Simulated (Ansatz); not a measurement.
GaSn:

```
CELL_PARAMETERS angstrom
0.00000 2.90288 3.09822
2.72925 0.00000 3.09822
2.72925 2.90288 0.00000
ATOMIC_POSITIONS crystal
Ga 0.50000 0.50000 0.50000
Sn 0.00000 0.00000 0.00000
```

The cell was built by a generator and needn't be a form met in nature.

* Program: Ansatz 0.2.0
* Task: relaxation of cell and atoms
* Functional: PBEsol
* Potentials or basis: Ansatz PAW
* Cutoff: 420 eV (not typed: the program's choice for these potentials)
* k mesh: 8 × 8 × 8
* Occupations: fermi-dirac, width 0.05 eV
* Spin: no spin polarisation

At the start: volume 24.55 Å³/atom.

Task: How do energy, volume and symmetry change on relaxing?

Result: It ends after 7 steps and the volume is 23.08 Å³/atom (-6.0 %); space group Fm-3m (No. 225, to 0.05 Å).

The path:
| step | energy change (eV) | largest force (eV/Å) | volume (Å³) |
| --- | --- | --- | --- |
| 1 | 0.0000 | 0.0000 | 49.09 |
| 2 | -0.1020 | 0.0000 | 46.80 |
| 3 | -0.1288 | 0.0000 | 46.16 |
| 4 | -0.1381 | 0.0000 | 46.29 |
| 5 | -0.1384 | 0.0000 | 46.18 |
| 6 | -0.1385 | 0.0000 | 46.16 |
| 7 | -0.1380 | 0.0000 | 46.16 |

Final structure:
```
Ga Sn
1.0
     0.00000    2.84725    2.84731
     2.84702    0.00000    2.84731
     2.84702    2.84725    0.00000
Ga Sn
1 1
Cartesian
  2.8470 2.8472 2.8473
  0.0000 0.0000 0.0000
```

Caveat: the plane-wave basis is chosen anew once the cell has moved, so the energies of steps on either side of that aren't comparable; the PAW data sets come from PBE, with cores solved anew for the run's functional, which leaves a small shift of forces and pressure.
